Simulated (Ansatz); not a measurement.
# Be: stress in a strained cell

Aim: deform Be (equal xy, yz and zx engineering shear strains of -3 %) and compute stress, forces and field gradients with LAPW, PAW and all-electron datasets made for the crystal.

Computed with Ansatz 0.2.0 (DFT PBEsol, scalar-relativistic, unless a step's input says otherwise).

**1. The system as given**

It takes space group Im-3m (No. 229, cubic). Conventional cell: a = 2.506 Å, b = 2.506 Å, c = 2.506 Å, α = 90.00°, β = 90.00°, γ = 90.00°. Be (site symmetry m-3m) is surrounded by 8 Be at 2.17 Å.

Coordinates:

```cif
data_structure
_symmetry_space_group_name_H-M 'Im-3m'
_symmetry_Int_Tables_number 229
_cell_length_a 2.5062
_cell_length_b 2.5062
_cell_length_c 2.5062
_cell_angle_alpha 90.000
_cell_angle_beta 90.000
_cell_angle_gamma 90.000
_cell_volume 15.74
loop_
_atom_site_label
_atom_site_type_symbol
_atom_site_symmetry_multiplicity
_atom_site_Wyckoff_symbol
_atom_site_fract_x
_atom_site_fract_y
_atom_site_fract_z
_atom_site_occupancy
Be1 Be 2 a 0.00000 0.00000 0.00000 1
```

The file gives the conventional cell by its symmetry; the runs use the cell typed in the input.

**2. After the deformation**

Space group Im-3m before, R-3m after.

**3. All-electron LAPW**

Contents of input.yaml:

```yaml
crystal:
  lattice:
    - [-1.2907145798, 1.2531209513, 1.2531209513]
    - [1.2531209513, -1.2907145798, 1.2531209513]
    - [1.2531209513, 1.2531209513, -1.2907145798]
  atoms:
    - { symbol: Be, position: [0.0, 0.0, 0.0] }
kpoints:
  mp_grid: { grid: [23, 23, 23] }
  band_path:
    path:
      - [0.0, 0.0, 0.0]
      - [0.0, 0.0, 0.5]
      - [-0.5, 0.5, 0.5]
      - [-0.7572253634, 0.2427746366, 0.2427746366]
      - [0.2427746366, 0.2427746366, 0.2427746366]
      - [0.0, 0.0, 0.0]
      - [-0.5, 0.0, 0.5]
    npoints: 5
scf:
  occupations: { method: fermi_dirac, width: 0.03 }
hamiltonian:
  xc: pbesol
  pseudopotentials: { kind: all_electron, lapw: { basis_error: 0.00025 } }
output:
  forces: true
  stress: true
  eigenvalues: true
```

The run is started by

```bash
> ansatz run input.yaml --threads 1 --pin off --max-ram 3072MiB --backend cpu --events-out ev --progress --plain --runs-dir out
```

**4. PAW on the default files**

Contents of input.yaml:

```yaml
crystal:
  lattice:
    - [-1.2907145798, 1.2531209513, 1.2531209513]
    - [1.2531209513, -1.2907145798, 1.2531209513]
    - [1.2531209513, 1.2531209513, -1.2907145798]
  atoms:
    - { symbol: Be, position: [0.0, 0.0, 0.0] }
kpoints:
  mp_grid: { grid: [23, 23, 23] }
scf:
  occupations: { method: fermi_dirac, width: 0.03 }
hamiltonian:
  xc: pbesol
  pseudopotentials: { kind: paw }
output:
  forces: true
  stress: true
  eigenvalues: true
  efg: { contact_densities: true }
```

**5. All-electron PAW on datasets made for the crystal**

Edit input.yaml of step 4 so:

```diff
@@ -13,3 +13,3 @@
   xc: pbesol
-  pseudopotentials: { kind: paw }
+  pseudopotentials: { kind: all_electron, datasets: crystal }
 output:
```

(Steps that only read results are left out.)

**Question.** What will these runs give? Wanted: pressure; largest shear or deviatoric stress.

The runs gave:

| quantity | value |
| --- | --- |
| pressure | LAPW -1.54, PAW -1.44, crystal datasets -1.54 GPa |
| largest shear or deviatoric stress (LAPW) | 6.54 GPa |

What this shows: The largest part of the stress beyond the pressure is 6.54 GPa in size. No run of the undeformed cell stands beside it, so the pressure holds what the given cell had before the change. PAW: stress within 0.10 GPa of LAPW. Crystal datasets: stress within 0.01 GPa of LAPW.
